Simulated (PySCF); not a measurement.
**TaCl₃: structure of the singlet**

Aim: relax TaCl₃ as a singlet from a trigonal planar start, check by its vibrations whether the end is a minimum, and collect its spectrum and constants.

Method: PBE0, basis Ta def2-TZVP with ECP60, Cl def2-TZVP, scalar-relativistic core potentials, no spin–orbit coupling, density fitting; program: PySCF 2.14.0.

## 1. Starting geometry

4 atoms, charge 0, spin multiplicity 1.

Bond lengths: Ta1–Cl2 2.450 Å, Ta1–Cl3 2.450 Å, Ta1–Cl4 2.450 Å. Angles: Cl2–Ta1–Cl3 120.0°, Cl2–Ta1–Cl4 120.0°, Cl3–Ta1–Cl4 120.0°.

```xyz
4
charge 0 multiplicity 1
Ta    0.0000    0.0000    0.0000
Cl    2.4500    0.0000    0.0000
Cl   -1.2250    2.1218    0.0000
Cl   -1.2250   -2.1218    0.0000
```

## 2. The SCF at the typed geometry

One driver script runs all steps and calls PySCF; scf.py shows how it sets up the SCF of each step. The optimiser is the driver's own. After this first run the driver tries any further starts and a stability analysis.

scf.py reads:

```python
from pyscf import gto, scf, dft
mol = gto.M(atom='''
Ta     0.000000     0.000000     0.000000
Cl     2.450000     0.000000     0.000000
Cl    -1.225000     2.121800     0.000000
Cl    -1.225000    -2.121800     0.000000''',
    basis={'Ta': 'def2-TZVP', 'Cl': 'def2-TZVP'},
    ecp={'Ta': 'def2-TZVP'},
    charge=0, spin=0)
mf = dft.RKS(mol, xc='PBE0')
mf.grids.atom_grid = (50, 194)
aux = {'Ta': 'def2-universal-JKFIT', 'Cl': 'def2-universal-JKFIT'}
mf = mf.density_fit(auxbasis=aux)
mf.conv_tol = 1e-08
mf.diis_space = 10
mf.max_cycle = 60
mf.init_guess = 'minao'
mf.verbose = 4
mf.kernel()
```

Command:

```bash
$ OMP_NUM_THREADS=4 python axn.py task.json out
```

Further steps of the session: Relaxation: trigonal planar start, singlet; Frequencies; The broken-symmetry singlet; Is it a minimum? Harmonic modes.

Q: Predict the outcome of this session. Wanted: minimum; geometry; wavenumbers; dipole moment; highest occupied, lowest empty level; polar-tensor charge of Ta1; zero-point energy; atomisation energy; ⟨S²⟩.

The runs gave:

| quantity | value |
| --- | --- |
| minimum | broken-symmetry (Ms = 0), C2v |
| geometry | Ta–Cl 2.254 Å, Ta–Cl 2.263 Å (×2); Cl–Ta–Cl 114.4°, Cl–Ta–Cl 122.8° (×2) |
| wavenumbers (cm⁻¹) | 27, 81, 92, 379, 387, 421 |
| dipole moment | 0.40 D |
| highest occupied, lowest empty level (either spin) | -5.96, -2.66 eV |
| polar-tensor charge of Ta1 | +1.64 e |
| zero-point energy | 8.3 kJ/mol |
| entropy at 298.15 K | 363.6 J/(mol K) |
| atomisation energy (no zero-point energy) | 1393 kJ/mol |
| ⟨S²⟩ | 0.674 |

From D3h at the start the molecule goes to a C2v minimum. The determinant is spin-contaminated (⟨S²⟩ = 0.67 against 0.00), so it is no pure spin state. In the infrared the band at 379 cm⁻¹ (stretch) leads. Other starts or spin states, not run here, may lie lower. The SCF density has lower symmetry than the nuclear frame. With an element this heavy the missing spin–orbit coupling can shift these numbers.
